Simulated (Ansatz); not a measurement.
# C₂H₆TeZn: a ladder of functionals and wavefunction methods

The task here is to estimate one member of a computed series from the others.

Computed with Ansatz 0.2.0, Gaussian basis. Level: functionals in def2-TZVPP, the program's frozen cores in correlated methods.

The runs, in order: LDA (SPW92), PBE-D4, revPBE-D4, BLYP-D4, r2SCAN-D4, B97M-V, PBE0-D4, B3LYP-D4, r2SCANh-D4, r2SCAN0-D4, HSE06-D4, BHLYP-D4, CAM-B3LYP-D4, LC-ωPBE, ωB97X-V, ωB97M-V, B2PLYP, PBE-QIDH; CCSD(T)/def2-SVP; CCSD(T)/def2-TZVPP; MP2/def2-QZVPP; extrapolation to the limit; RPA on PBE.

### Structure used throughout

An earlier PBE0-D4 in a triple-zeta def2 set relaxation fixed the geometry. Te takes the def2 core potential; no spin-orbit term is included.

SMILES `[CH3][Zn][Te]C`, 10 atoms, charge 0, spin multiplicity 1.

Atoms are counted from 1 here; the program's logs count them from 0.

Bond lengths: C1–Zn2 1.946 Å, C1–H5 1.092 Å, C1–H6 1.092 Å, C1–H7 1.092 Å, Zn2–Te3 2.489 Å, Te3–C4 2.162 Å, C4–H8 1.088 Å, C4–H9 1.087 Å, C4–H10 1.087 Å. Angles: Zn2–C1–H5 110.7°, Zn2–C1–H6 110.6°, Zn2–C1–H7 110.3°, H5–C1–H6 108.5°, H5–C1–H7 108.4°, H6–C1–H7 108.3°, C1–Zn2–Te3 179.8°, Zn2–Te3–C4 96.2°, Te3–C4–H8 105.9°, Te3–C4–H9 110.3°, Te3–C4–H10 110.3°, H8–C4–H9 109.7°, H8–C4–H10 109.7°, H9–C4–H10 111.0°.

Geometry (Å):

```xyz
10
charge 0, multiplicity 1
C    -0.7922    2.1190   -1.2731
Zn    0.4403    0.7947   -0.5571
Te    2.0237   -0.8942    0.3569
C     0.5257   -2.1298    1.3076
H    -1.3830    1.6959   -2.0883
H    -1.4743    2.4695   -0.4955
H    -0.2406    2.9797   -1.6584
H     1.0679   -2.9495    1.7748
H    -0.0039   -1.5616    2.0674
H    -0.1636   -2.5236    0.5656
```

The first run:

The input, in.yaml:

```yaml
crystal:
  periodic: [false, false, false]
  atoms:
    - {symbol: C, position_ang: [-0.792181, 2.118952, -1.273131]}
    - {symbol: Zn, position_ang: [0.440265, 0.794667, -0.557064]}
    - {symbol: Te, position_ang: [2.023686, -0.894195, 0.356928]}
    - {symbol: C, position_ang: [0.525723, -2.129780, 1.307554]}
    - {symbol: H, position_ang: [-1.383001, 1.695894, -2.088253]}
    - {symbol: H, position_ang: [-1.474326, 2.469460, -0.495548]}
    - {symbol: H, position_ang: [-0.240590, 2.979692, -1.658386]}
    - {symbol: H, position_ang: [1.067905, -2.949513, 1.774840]}
    - {symbol: H, position_ang: [-0.003875, -1.561628, 2.067445]}
    - {symbol: H, position_ang: [-0.163606, -2.523550, 0.565616]}
basis:
  gaussian: {orbitals: def2-TZVPP}
hamiltonian: {xc: lda}
output: {orbitals: {seedname: orbitals}}
```

Command:

```sh
> ansatz run in.yaml --threads 4 --pin off --events-out ev --progress --plain --max-ram 10444MiB
```

Among the steps run: LDA; PBE-D4 (GGA); revPBE-D4 (GGA); BLYP-D4 (GGA); r2SCAN-D4 (meta-GGA); B97M-V (meta-GGA); PBE0-D4 (hybrid); B3LYP-D4 (hybrid); r2SCANh-D4 (hybrid); r2SCAN0-D4 (hybrid); HSE06-D4 (hybrid); BHLYP-D4 (hybrid); CAM-B3LYP-D4 (range-separated); LC-ωPBE (range-separated); ωB97X-V (range-separated); ωB97M-V (range-separated); B2PLYP (double hybrid); PBE-QIDH (double hybrid).

One of the session's tables, all rows but one given; the rest of the session is left out.

It belongs to the step «Orbital energies across the functionals». 

| functional | HOMO (eV) | gap (eV) |
| --- | --- | --- |
| LDA (SPW92) | ? | ? |
| PBE-D4 | -4.95 | 3.17 |
| revPBE-D4 | -4.89 | 3.20 |
| BLYP-D4 | -4.78 | 3.09 |
| r2SCAN-D4 | -5.17 | 3.61 |
| B97M-V | -5.16 | 3.45 |
| PBE0-D4 | -5.93 | 4.90 |
| B3LYP-D4 | -5.72 | 4.46 |
| r2SCANh-D4 | -5.53 | 4.24 |
| r2SCAN0-D4 | -6.07 | 5.17 |
| HSE06-D4 | -5.54 | 4.15 |
| BHLYP-D4 | -6.75 | 6.43 |
| CAM-B3LYP-D4 | -7.12 | 6.95 |
| LC-ωPBE | -8.39 | 9.30 |
| ωB97X-V | -8.08 | 8.85 |
| ωB97M-V | -7.98 | 8.48 |

**Question.** Estimate the row for LDA (SPW92).

The run gave: HOMO (eV): -5.10; gap (eV): 3.12. In the column «HOMO (eV)» it lies between B97M-V (-5.16) and PBE-D4 (-4.95).
